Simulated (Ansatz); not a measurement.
# CoGe: magnetic states

One table from this session's results is given with a row withheld; the runs are named, their logs left out.

Program: Ansatz 0.2.0. Level of theory: DFT PBEsol, scalar-relativistic, plane waves, PAW. These are calculated values, not measurements.

## The starting structure

It takes space group P4/mmm (No. 123, tetragonal). The conventional cell has a = 2.676 Å, b = 2.676 Å, c = 3.640 Å, α = 90.00°, β = 90.00°, γ = 90.00°. Around Co (site symmetry 4/mmm) lie 8 Ge at 2.63 Å and 4 Co at 2.68 Å. Ge (site symmetry 4/mmm) has 8 Co at 2.63 Å and 4 Ge at 2.68 Å as nearest neighbours.

As a file:

```cif
data_structure
_symmetry_space_group_name_H-M 'P 1'
_symmetry_Int_Tables_number 1
_cell_length_a 2.6765
_cell_length_b 2.6765
_cell_length_c 3.6400
_cell_angle_alpha 90.000
_cell_angle_beta 90.000
_cell_angle_gamma 90.000
_cell_volume 26.08
loop_
_atom_site_label
_atom_site_type_symbol
_atom_site_fract_x
_atom_site_fract_y
_atom_site_fract_z
_atom_site_occupancy
Co1 Co 0.00000 0.00000 0.00000 1
Ge1 Ge 0.50000 0.50000 0.50000 1
```

This is a hypothetical structure, made by putting the elements on a prototype's sites.

The first run:

(A quick probe on a coarse mesh, which set the mesh and smearing, is not shown.)

input.yaml

```yaml
crystal:
  lattice:
    - [2.6764938778, 0.0, 0.0]
    - [0.0, 2.6764938778, 0.0]
    - [0.0, 0.0, 3.6400316739]
  atoms:
    - { symbol: Co, position: [0.0, 0.0, 0.0] }
    - { symbol: Ge, position: [0.5, 0.5, 0.5] }
basis:
  ecutwfc: 420
kpoints:
  mp_grid: { grid: [8, 8, 6] }
hamiltonian:
  xc: pbesol
scf:
  occupations: { method: gaussian, width: 0.1 }
output:
  forces: true
  stress: true
  eigenvalues: true
relax:
  adjacent_minimum: "off"
  f_tol: 0.05
  max_steps: 80
  cell: { stress_tol: 0.5 }
```

Command:

```
> ansatz run input.yaml --threads 1 --pin off --max-ram 2560MiB --backend cpu --events-out ev --progress --plain --runs-dir out
```

Steps of the session up to this table: A loose first relaxation; Full relaxation; Magnetic start: large parallel starting moments; Start: antiferromagnetic, doubled cell, propagation vector (0, 0, 1/2); Start: antiferromagnetic, doubled cell, propagation vector (0, 1/2, 0); Magnetic start: antiferromagnetic, doubled cell, propagation vector (0, 1/2, 1/2).

One table of the session follows, with a row left open; its other results are not shown here.

It belongs to the step «The magnetic starts in order of energy». 

| start | energy above the lowest (meV/atom) | pressure (GPa) |
| --- | --- | --- |
| large parallel starting moments | 0.00 | 1.9 |
| antiferromagnetic, doubled cell, propagation vector (0, 0, 1/2) | 14.3 | 0.8 |
| antiferromagnetic, doubled cell, propagation vector (0, 1/2, 0) | ? | ? |
| no spin | 17.5 | 0.0 |
| antiferromagnetic, doubled cell, propagation vector (0, 1/2, 1/2) | 17.5 | 0.0 |

Estimate the missing values for antiferromagnetic, doubled cell, propagation vector (0, 1/2, 0).

The run gave: energy above the lowest (meV/atom): 15.7; pressure (GPa): 0.6. In the column «energy above the lowest (meV/atom)» it lies between antiferromagnetic, doubled cell, propagation vector (0, 0, 1/2) (14.3) and no spin (17.5).

Limits of these values: Only these starts were tried, so a lower state is not ruled out. Warnings in the runs' records: seeded moment not kept.
